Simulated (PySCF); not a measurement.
**B₂BrH₅O₂Si: geometry, electronic excitations**

Aim: predict the electronic excitations of B₂BrH₅O₂Si (`BOB(Br)O[SiH3]`).

The runs use PySCF 2.14.0, with density-fitted response routines of our own; the level of theory stands in each step. All values are computed, except where a source is named. Atoms are numbered from 0 throughout.

## (1) Starting geometry

11 atoms, charge 0, multiplicity 1; geometry from: GFN2-xTB. The atoms were then displaced at random by about 0.01 Å, so the start is not that level's minimum.

Bonds of the start (Å): B0–O1 1.34, O1–B2 1.32, B2–Br3 1.90, B2–O4 1.30, O4–Si5 1.63, B0–H6 1.15, B0–H7 1.20, Si5–H8 1.48, Si5–H9 1.45, Si5–H10 1.46.

## (2) Optimising the geometry at PBE0-D3(BJ)/def2-SVP

The job: settings as JSON, then the geometry in Å.

```
{"job": {"xc": "PBE0", "basis": "def2-SVP", "d3": "d3bj", "grid": 1, "shake": 0.01, "kind": "geom"}, "charge": 0, "multiplicity": 1}
B      2.764270    -0.466880     0.427090
O      1.499300    -0.356020     0.009190
B      0.248410    -0.303070    -0.422930
Br    -0.050580    -1.091560    -2.125740
O     -0.722680     0.249280     0.249980
Si    -2.298910     0.654340     0.398690
H      3.075940    -1.385790     1.050370
H      3.514470     0.423860     0.142060
H     -2.563570     0.326540     1.816850
H     -2.330490     2.071790     0.092200
H     -3.098060    -0.148330    -0.524680
```

The run is started by

```console
> OMP_NUM_THREADS=1 python probes_run.py task.json out
```

The driver reads the jobs from task.json and runs them one after another.

Output:

```text
step   0  E = -3065.78818054  max force = 0.023881
step   1  E = -3065.79563876  max force = 0.005798
step   2  E = -3065.79605511  max force = 0.003041
step   3  E = -3065.79618292  max force = 0.003913
step   4  E = -3065.79631954  max force = 0.003218
step   5  E = -3065.79643289  max force = 0.001906
step   6  E = -3065.79648116  max force = 0.000790
step   7  E = -3065.79651922  max force = 0.001071
step   8  E = -3065.79665077  max force = 0.002906
step   9  E = -3065.79662468  max force = 0.007549
step  10  E = -3065.79693251  max force = 0.003858
step  11  E = -3065.79711645  max force = 0.002324
step  12  E = -3065.79739678  max force = 0.002121
step  13  E = -3065.79745446  max force = 0.000800
step  14  E = -3065.79746721  max force = 0.000399
optimisation converged
```

It took 2.2 min on 1 thread of Arm Neoverse V1, shared host; peak memory 0.54 GiB.

The steps of the relaxation:

| step | energy from step 0 (eV) | largest force component (eV/Å) |
| --- | --- | --- |
| 0 | 0.0000 | 1.2280 |
| 1 | -0.2029 | 0.2981 |
| 2 | -0.2143 | 0.1564 |
| 3 | -0.2178 | 0.2012 |
| 4 | -0.2215 | 0.1655 |
| 5 | -0.2246 | 0.0980 |
| 6 | -0.2259 | 0.0406 |
| 7 | -0.2269 | 0.0551 |
| 8 | -0.2305 | 0.1494 |
| 9 | -0.2298 | 0.3882 |
| 10 | -0.2382 | 0.1984 |
| 11 | -0.2432 | 0.1195 |
| 12 | -0.2508 | 0.1091 |
| 13 | -0.2524 | 0.0411 |
| 14 | -0.2527 | 0.0205 |

Close pairs (by a distance rule), those that changed most:

| bond | before (Å) | after (Å) | change (Å) |
| --- | --- | --- | --- |
| B0–H6 | 1.153 | 1.210 | +0.057 |
| O4–Si5 | 1.634 | 1.687 | +0.053 |
| B2–Br3 | 1.900 | 1.947 | +0.047 |
| Si5–H9 | 1.451 | 1.489 | +0.038 |
| B2–O4 | 1.304 | 1.341 | +0.037 |
| Si5–H10 | 1.461 | 1.489 | +0.028 |
| B0–H7 | 1.199 | 1.209 | +0.010 |
| O1–B2 | 1.324 | 1.334 | +0.009 |

The next job starts from the end point, and lists it.

| at the end point | value |
| --- | --- |
| point group (found at 0.08 Å tolerance) | C1 |
| rotational constants (GHz, main isotopes) | 1.916, 1.405, 0.825 |
| dipole moment (D) | 1.19 |

## (3) Excited states and response: PBE0/aug-cc-pVDZ

The job: settings as JSON, then the geometry in Å.

```
{"job": {"kind": "uv", "xc": "PBE0", "basis": "aug-cc-pVDZ"}, "charge": 0, "multiplicity": 1}
B      3.122847    -1.247420    -0.930469
O      1.852361    -0.975467    -1.250722
B      0.589059    -0.802636    -1.642342
Br     0.158781    -1.117648    -3.515316
O     -0.367381    -0.418715    -0.784116
Si    -2.025646    -0.163680    -0.964559
H      3.410418    -2.374838    -0.598669
H      3.934742    -0.352473    -0.981221
H     -2.528980     0.172405     0.393021
H     -2.260602     0.967436    -1.903499
H     -2.674947    -1.406048    -1.466704
```

Method: TDDFT PBE0/aug-cc-pVDZ, vertical, gas phase, core orbitals frozen in the response.

Output:

```text
coarse grid: 46824 points
cycle   1  E = -3066.2013134468  dE = -3.683e-01  |g| = 8.208e-01  |ddm| = 7.945e+00
cycle   2  E = -3065.9814300826  dE =  2.199e-01  |g| = 1.348e+00  |ddm| = 2.970e+00
cycle   3  E = -3066.3245582522  dE = -3.431e-01  |g| = 8.533e-02  |ddm| = 1.807e+00
cycle   4  E = -3066.3261269161  dE = -1.569e-03  |g| = 4.626e-02  |ddm| = 3.025e-01
cycle   5  E = -3066.3267380500  dE = -6.111e-04  |g| = 6.894e-03  |ddm| = 9.249e-02
cycle   6  E = -3066.3267486789  dE = -1.063e-05  |g| = 2.721e-03  |ddm| = 1.789e-02
cycle   7  E = -3066.3267498506  dE = -1.172e-06  |g| = 1.026e-03  |ddm| = 4.871e-03
final grid: 96696 points
cycle   8  E = -3066.3266791303  dE =  3.405e-07  |g| = 1.734e-03  |ddm| = 6.763e-03
cycle   9  E = -3066.3266780111  dE =  1.119e-06  |g| = 2.993e-03  |ddm| = 5.998e-03
cycle  10  E = -3066.3266797175  dE = -1.706e-06  |g| = 1.070e-04  |ddm| = 3.704e-03
cycle  11  E = -3066.3266797206  dE = -3.033e-09  |g| = 1.568e-05  |ddm| = 2.228e-04
cycle  12  E = -3066.3266797206  dE = -7.003e-11  |g| = 3.439e-06  |ddm| = 4.039e-05
converged SCF energy = -3066.3266797206

Static polarisability (au): isotropic 84.482, principal 68.393 84.331 100.723

Singlet excitations
state   eV       nm        f      main configurations
  1   5.7095    217.2   0.00001   H->L 0.78, H-2->L 0.17
  2   6.4749    191.5   0.01152   H-1->L 0.97
  3   6.7712    183.1   0.00013   H-2->L 0.79, H->L 0.18
  4   7.1024    174.6   0.01246   H-1->L+3 0.61, H-1->L+1 0.29
  5   7.1162    174.2   0.02628   H-1->L+1 0.62, H-1->L+3 0.32
  6   7.1502    173.4   0.02550   H->L+1 0.91
  7   7.4346    166.8   0.00875   H-2->L+1 0.87
  8   7.4804    165.7   0.06245   H->L+3 0.56, H-3->L 0.30
  9   7.5765    163.6   0.07309   H-3->L 0.55, H->L+3 0.18, H-1->L+2 0.13
 10   7.6804    161.4   0.07675   H-1->L+2 0.66, H->L+3 0.11

Triplet excitations (Tamm-Dancoff, eV): 5.1570 6.2715 6.6594 6.8174
```

Wall time 48 s (1 thread of Arm Neoverse V1, shared host); peak memory 0.84 GiB.

The orbitals next to the gap, with their largest atomic shares:

| orbital | eV | atoms |
| --- | --- | --- |
| HOMO−3 | -9.49 | O4 27 %, Si5 24 %, H8 16 % |
| HOMO−2 | -8.91 | Br3 42 %, O4 15 %, B0 11 % |
| HOMO−1 | -8.50 | Br3 84 %, B2 5 %, O4 5 % |
| HOMO | -8.48 | Br3 41 %, B0 19 %, O1 18 % |
| LUMO | -1.08 | B0 60 %, O1 15 %, H7 8 % |
| LUMO+1 | -0.37 | Si5 47 %, B2 10 %, H9 7 % |
| LUMO+2 | 0.00 | Si5 23 %, H10 22 %, H9 20 % |

With each of the 10 states as a Gaussian band of 0.4 eV half-width at 1/e, the curve within the window shown has maxima at 164 nm (ε 9,400) L/(mol cm). Beyond the last state computed it falls off for lack of states. The curve at chosen wavelengths:

```csv
nm,ε (L/mol/cm)
155,3451
158,6128
162,8928
165,9344
169,7894
172,6189
176,4038
179,2763
183,1600
186,1090
190,727
193,569
197,402
200,291
204,168
207,101
211,46
214,24
218,9
221,4
225,2
228,1
232,0
235,0
239,0
242,0
```

Ground-state properties from the same run:

| property | computed |
| --- | --- |
| dipole moment (D) | 1.17 |
| polarisability (Å³) | 12.52 |
| HOMO–LUMO gap (eV) | 7.40 |
| −ε(HOMO) (eV) | 8.48 |

## (4) TDDFT and polarisability: PBE0/def2-TZVPD

Same as in step 3 but for these lines:

```diff
@@ -1,2 +1,2 @@
-{"job": {"kind": "uv", "xc": "PBE0", "basis": "aug-cc-pVDZ"}, "charge": 0, "multiplicity": 1}
+{"job": {"kind": "uv", "xc": "PBE0", "basis": "def2-TZVPD"}, "charge": 0, "multiplicity": 1}
 B      3.122847    -1.247420    -0.930469
```

With the program's defaults for keys left out, this is: TDDFT PBE0/def2-TZVPD, vertical, gas phase, core orbitals frozen in the response.

Output:

```text
coarse grid: 46824 points
cycle   1  E = -3066.2989256338  dE = -4.322e-01  |g| = 9.228e-01  |ddm| = 5.122e+00
cycle   2  E = -3066.0520625402  dE =  2.469e-01  |g| = 1.469e+00  |ddm| = 1.783e+00
cycle   3  E = -3066.4324390845  dE = -3.804e-01  |g| = 1.169e-01  |ddm| = 1.275e+00
cycle   4  E = -3066.4350740931  dE = -2.635e-03  |g| = 4.584e-02  |ddm| = 2.230e-01
cycle   5  E = -3066.4356191761  dE = -5.451e-04  |g| = 1.460e-02  |ddm| = 9.368e-02
cycle   6  E = -3066.4356544525  dE = -3.528e-05  |g| = 2.613e-03  |ddm| = 2.547e-02
cycle   7  E = -3066.4356553416  dE = -8.891e-07  |g| = 1.281e-03  |ddm| = 3.323e-03
final grid: 96696 points
cycle   8  E = -3066.4356233031  dE =  5.283e-07  |g| = 2.203e-03  |ddm| = 2.166e-02
cycle   9  E = -3066.4356216085  dE =  1.695e-06  |g| = 3.826e-03  |ddm| = 4.053e-03
cycle  10  E = -3066.4356241542  dE = -2.546e-06  |g| = 8.518e-05  |ddm| = 2.679e-03
cycle  11  E = -3066.4356241560  dE = -1.723e-09  |g| = 1.001e-05  |ddm| = 1.474e-04
cycle  12  E = -3066.4356241560  dE = -2.728e-12  |g| = 5.008e-06  |ddm| = 2.023e-05
converged SCF energy = -3066.4356241560

Static polarisability (au): isotropic 84.572, principal 68.869 84.444 100.402

Singlet excitations
state   eV       nm        f      main configurations
  1   5.7542    215.5   0.00001   H->L 0.74, H-2->L 0.18
  2   6.5205    190.1   0.01117   H-1->L 0.94
  3   6.8251    181.7   0.00016   H-2->L 0.77, H->L 0.19
  4   7.1108    174.4   0.00826   H-1->L+2 0.37, H-1->L+3 0.36, H-1->L+1 0.17
  5   7.1293    173.9   0.03454   H-1->L+1 0.72, H-1->L+3 0.16
  6   7.1798    172.7   0.02540   H->L+1 0.87
  7   7.4643    166.1   0.00793   H-2->L+1 0.85
  8   7.5080    165.1   0.06739   H->L+3 0.35, H-3->L 0.25, H->L+2 0.23
  9   7.6093    162.9   0.06407   H-3->L 0.56, H->L+3 0.12, H-3->L+1 0.11
 10   7.7377    160.2   0.04768   H-1->L+3 0.36, H-1->L+2 0.32, H->L+2 0.14

Triplet excitations (Tamm-Dancoff, eV): 5.1956 6.3122 6.7042 6.8293
```

Run time: 96 s. Hardware: 1 thread of Arm Neoverse V1, shared host; peak memory 1.2 GiB.

Key values: HOMO -8.50 eV, LUMO -1.04 eV; lowest singlet 5.75 eV.

## (5) Comparing the runs: electronic excitations

Excitations and ground-state properties, with basis size and wall time:

| run | lowest singlet (eV) | brightest (eV) | f | gap (eV) | α (Å³) | μ (D) | functions | time |
| --- | --- | --- | --- | --- | --- | --- | --- | --- |
| PBE0/aug-cc-pVDZ | 5.71 | 7.68 | 0.077 | 7.40 | 12.52 | 1.17 | 200 | 48 s |
| PBE0/def2-TZVPD | 5.75 | 7.51 | 0.067 | 7.47 | 12.53 | 1.08 | 299 | 96 s |

## (6) Outcome

```
                                quantity                         value
                             point group                            C1
    rotational constants (main isotopes)          1.92, 1.41, 0.82 GHz
       lowest singlet (PBE0/aug-cc-pVDZ)   5.71 eV (217 nm), f = 0.000
brightest single state of those computed  state 10, 7.68 eV, f = 0.077
                          lowest triplet                       5.16 eV
             range of the lowest singlet               5.71 to 5.75 eV
```

**Reading.** Over 14 steps the energy fell by 0.253 eV; of the close pairs, B0–H6 changed most, 1.153 to 1.210 Å. The lowest singlet, at 5.71 eV, is HOMO→LUMO 0.78, HOMO−2→LUMO 0.17 and is dark; of the 10 states computed, the strongest absorption comes from state 10 at 7.68 eV (the last computed, so partners may be missing). The lowest triplet lies 0.55 eV below the lowest singlet (triplets in Tamm-Dancoff, singlets in full TDDFT). The lowest singlet runs from 5.71 eV (PBE0/aug-cc-pVDZ) to 5.75 eV (PBE0/def2-TZVPD), while the orbital gap spans 7.40 to 7.47 eV. The lowest state need not be the same one in every run.
